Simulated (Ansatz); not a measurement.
This script makes a formation energy from the elements of BaPdO3 and its elements with Ansatz 0.2.0, Python API.

Input file `bapdo3_bapdo3.cif`:
```cif
data_BaPdO3
_cell_length_a 4.128267
_cell_length_b 4.128267
_cell_length_c 4.128267
_cell_angle_alpha 90.00000
_cell_angle_beta 90.00000
_cell_angle_gamma 90.00000
_symmetry_space_group_name_H-M 'P 1'
_symmetry_Int_Tables_number 1
loop_
_symmetry_equiv_pos_as_xyz
'x, y, z'
loop_
_atom_site_label
_atom_site_type_symbol
_atom_site_fract_x
_atom_site_fract_y
_atom_site_fract_z
Ba1 Ba    0.000000    0.000000    0.000000
Pd2 Pd    0.500000    0.500000    0.500000
O3 O    0.000000    0.500000    0.500000
O4 O    0.500000    0.000000    0.500000
O5 O    0.500000    0.500000    0.000000
```

The script reads `bapdo3_ba.cif`:
```cif
data_Ba
_cell_length_a 4.341385
_cell_length_b 4.341385
_cell_length_c 4.341385
_cell_angle_alpha 109.47122
_cell_angle_beta 109.47122
_cell_angle_gamma 109.47122
_symmetry_space_group_name_H-M 'P 1'
_symmetry_Int_Tables_number 1
loop_
_symmetry_equiv_pos_as_xyz
'x, y, z'
loop_
_atom_site_label
_atom_site_type_symbol
_atom_site_fract_x
_atom_site_fract_y
_atom_site_fract_z
Ba1 Ba    0.000000    0.000000    0.000000
```

Contents of `bapdo3_pd_cell.xyz`:
```text
1
Lattice="0.0 1.9465 1.9465 1.9465 0.0 1.9465 1.9465 1.9465 0.0" Properties=species:S:1:pos:R:3 pbc="T T T"
Pd    0.00000000    0.00000000    0.00000000
```

Input file `bapdo3_o2.cif`:
```cif
data_O
_cell_length_a 9.000000
_cell_length_b 9.500000
_cell_length_c 10.000000
_cell_angle_alpha 90.00000
_cell_angle_beta 90.00000
_cell_angle_gamma 90.00000
_symmetry_space_group_name_H-M 'P 1'
_symmetry_Int_Tables_number 1
loop_
_symmetry_equiv_pos_as_xyz
'x, y, z'
loop_
_atom_site_label
_atom_site_type_symbol
_atom_site_fract_x
_atom_site_fract_y
_atom_site_fract_z
O1 O    0.500000    0.500000    0.438500
O2 O    0.500000    0.500000    0.561500
```

`formation_bapdo3.py`
```python
# -*- coding: utf-8 -*-
"""Formation energy of BaPdO3 from the elements, after relaxing cells and atoms."""

from collections import Counter
import warnings

import ansatz as az
from ase.io import read
import numpy as np

FUNCTIONAL = "PBEsol"
ECUT = 460
KSPACING = 0.33
OCCUPATIONS = "fermi_dirac"
WIDTH_EV = 0.02

POLARISED = {"O2"}

GASES = {"O2"}


def compute(name, crystal):
    calc = (
        crystal.calculation()
        .functional(FUNCTIONAL)
        .basis(ECUT)
        .kpoints(spacing=KSPACING)
        .occupations(OCCUPATIONS, width=WIDTH_EV)
        .stress()
    )
    if name in POLARISED:
        calc = calc.spin("collinear")
    if name in GASES:
        return calc.kpoints(1, 1, 1).relax(force_tolerance=0.02, max_steps=60).run(threads=1)
    calc = calc.relax(force_tolerance=0.02, max_steps=60, cell=True)
    return calc.run(threads=1)


def counts(outcome):
    return Counter(site.symbol for site in outcome.lattice.sites)

def formation_energy(outcome, mu):
    n = counts(outcome)
    return (outcome.report["energy_sigma0_ev"] - sum(k * mu[element] for element, k in n.items())) / sum(n.values())


def volume_per_atom(outcome):
    return abs(np.linalg.det(outcome.lattice.cell_ang)) / len(outcome.lattice.sites)

warnings.simplefilter("ignore", az.DeckWarning)

phases = {}
atoms = read("bapdo3_bapdo3.cif")
bapdo3 = az.Crystal.from_ase(atoms)
phases["BaPdO3"] = bapdo3
atoms = read("bapdo3_ba.cif")
ba = az.Crystal.from_ase(atoms)
phases["Ba"] = ba
pd_cell = az.Crystal.from_extxyz("bapdo3_pd_cell.xyz")
phases["Pd"] = pd_cell
atoms = read("bapdo3_o2.cif")
o2 = az.Crystal.from_ase(atoms).moments(O=1.0)
phases["O2"] = o2

done = {}
for name, crystal in phases.items():
    done[name] = compute(name, crystal)
    print(f"{name}: {done[name].report['energy_sigma0_ev']:.4f} eV, {len(done[name].lattice.sites)} atoms")

# energy of one atom in its reference phase
references = {"Ba": "Ba", "Pd": "Pd", "O": "O2"}
mu = {element: done[name].report["energy_sigma0_ev"] / len(done[name].lattice.sites) for element, name in references.items()}

target = done["BaPdO3"]
heat = formation_energy(target, mu)
for element, value in mu.items():
    print(f"mu({element}) = {value:.4f} eV from {references[element]}, {volume_per_atom(done[references[element]]):.2f} A^3/atom")
print(f"formation energy of BaPdO3: {heat:.4f} eV/atom = {96.4853 * heat:.1f} kJ/mol of atoms")
# gas references are bare DFT energies, without zero-point or fitted corrections
```

Is BaPdO3 bound against its elements at this level, and by how much?

The formation energy is -1.408 eV an atom (-135.8 kJ per mole of atoms), so BaPdO3 lies below the reference phases.

The output:

Running `python formation_bapdo3.py` prints:
```text
BaPdO3: -14451.1607 eV, 5 atoms
Ba: -5862.5974 eV, 1 atoms
Pd: -6906.6557 eV, 1 atoms
O2: -1116.5790 eV, 2 atoms
mu(Ba) = -5862.5974 eV from Ba, 58.97 A^3/atom
mu(Pd) = -6906.6557 eV from Pd, 14.52 A^3/atom
mu(O) = -558.2895 eV from O2, 427.50 A^3/atom
formation energy of BaPdO3: -1.4078 eV/atom = -135.8 kJ/mol of atoms
```

Caveats:
- Absolute energies stand on the zero of these potentials, so only differences at equal settings mean something.
- Other magnetic orders than the one started from may lie lower.
- For the metals among these phases the mesh is modest: differences between phases can be off by up to 40 meV an atom.
- The program warned that this SCF threshold is loose for forces or stresses.
- The cells come from databases of deposited and of computed structures, and not all need be stable phases.
- The compound is the structure given, not necessarily its lowest; energies are at zero temperature, with no correction for gases. Magnetic phases start from parallel moments and may not end in their lowest magnetic state. A semilocal functional's error on such energies is often 0.05 to 0.1 eV an atom, and 0.1 to 0.3 eV against gases such as O2 or F2.
- The script silences the warnings on its input, which a real study should read.
- It ran for 45 s on 1 thread of Intel(R) Xeon(R) 6975P-C (Granite Rapids), on a shared host, peak memory 0.89 GiB.
